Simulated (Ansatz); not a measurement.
**C₂H₅ClGe: basis-set convergence**

Aim: see how fast density functionals converge with the basis set for C₂H₅ClGe.

Computed with Ansatz 0.2.0, Gaussian basis. Level: one geometry, several basis sets.

Plan: PBE0-D4/def2-SVP; ωB97M-V/def2-SVP; PBE0-D4/def2-QZVPP; ωB97M-V/def2-QZVPP; the functionals' def2-TZVPP values are taken from earlier runs.

## (1) The geometry

An earlier PBE0-D4 in a triple-zeta def2 set relaxation fixed the geometry.

SMILES `C[CH2][Ge][Cl]`, 9 atoms, charge 0, spin multiplicity 1.

Atoms are counted from 1 here; the program's logs count them from 0.

Bond lengths: C1–C2 1.517 Å, C1–H5 1.092 Å, C1–H6 1.094 Å, C1–H7 1.092 Å, C2–Ge3 1.993 Å, C2–H8 1.100 Å, C2–H9 1.101 Å, Ge3–Cl4 2.197 Å. Angles: C2–C1–H5 111.4°, C2–C1–H6 111.5°, C2–C1–H7 111.4°, H5–C1–H6 107.9°, H5–C1–H7 106.7°, H6–C1–H7 107.8°, C1–C2–Ge3 121.4°, C1–C2–H8 111.5°, C1–C2–H9 111.4°, Ge3–C2–H8 103.7°, Ge3–C2–H9 103.2°, H8–C2–H9 103.9°, C2–Ge3–Cl4 99.6°.

## (2) PBE0-D4 in def2-SVP

File in.yaml:

```yaml
crystal:
  periodic: [false, false, false]
  atoms:
    - {symbol: C, position_ang: [-0.161689, 0.922791, -0.026233]}
    - {symbol: C, position_ang: [-0.082992, -0.427522, 0.659607]}
    - {symbol: Ge, position_ang: [0.544582, -2.051473, -0.311276]}
    - {symbol: Cl, position_ang: [0.831900, -1.193064, -2.312928]}
    - {symbol: H, position_ang: [-0.824953, 0.891358, -0.892547]}
    - {symbol: H, position_ang: [-0.532990, 1.695991, 0.652515]}
    - {symbol: H, position_ang: [0.816583, 1.241618, -0.391464]}
    - {symbol: H, position_ang: [0.562006, -0.391144, 1.550519]}
    - {symbol: H, position_ang: [-1.064047, -0.734854, 1.054806]}
basis:
  gaussian: {orbitals: def2-SVP}
hamiltonian: {xc: pbe0, dispersion: d4}
output: {orbitals: {seedname: orbitals}}
```

The runs that follow: ωB97M-V in def2-SVP; PBE0-D4 in def2-QZVPP; ωB97M-V in def2-QZVPP.

Q: Predict the results of all the runs planned. Wanted: PBE0-D4: double and triple zeta above quadruple; ωB97M-V: double and triple zeta above quadruple.

**Answer**, as computed:

| quantity | value |
| --- | --- |
| PBE0-D4: double and triple zeta above quadruple | 15.50, 1.71 eV |
| ωB97M-V: double and triple zeta above quadruple | 15.53, 1.66 eV |

PBE0-D4 gains 13.79 eV from double to triple zeta, then 1.71 eV more. These are total energies; as a rule much of such shifts cancels in differences, which this series doesn't test.
